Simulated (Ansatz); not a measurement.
# C: the cost of one run

Method: DFT LDA, scalar-relativistic, plane waves, PAW, in Ansatz 0.2.0.

### Step 1. The structure to begin with

Symmetry: Fd-3m, No. 227, cubic system. Conventional cell: a = 3.570 Å, b = 3.570 Å, c = 3.570 Å, α = 90.00°, β = 90.00°, γ = 90.00°. Around C (site symmetry -43m) lie 4 C at 1.55 Å.

Coordinates:

```
C
1.0
     0.00000    1.78500    1.78500
     1.78500    0.00000    1.78500
     1.78500    1.78500    0.00000
C
2
Direct
  0.00000 0.00000 0.00000
  0.25000 0.25000 0.25000
```

### Step 2. Relaxing cell and atoms: C, no spin

Contents of input.yaml:

```yaml
crystal:
  lattice:
    - [0.0, 1.785, 1.785]
    - [1.785, 0.0, 1.785]
    - [1.785, 1.785, 0.0]
  atoms:
    - { symbol: C, position: [0.0, 0.0, 0.0] }
    - { symbol: C, position: [0.25, 0.25, 0.25] }
scf:
  occupations: { method: gaussian, width: 0.02 }
output:
  forces: true
  stress: true
  eigenvalues: true
kpoints:
  mp_grid: { grid: [26, 26, 26] }
hamiltonian:
  xc: lda
relax:
  f_tol: 0.005
  adjacent_minimum: "off"
  cell: { stress_tol: 0.02 }
```

The run is started by

```
$ ansatz run input.yaml --threads 4 --pin off --max-ram 14336MiB --backend cpu --events-out ev --progress --plain --runs-dir out
```

Q: Estimate wall time and peak memory on 4 threads of Intel Xeon Platinum 8488C (Sapphire Rapids), shared host.

About 5.8 s, with a peak of 0.42 GiB.
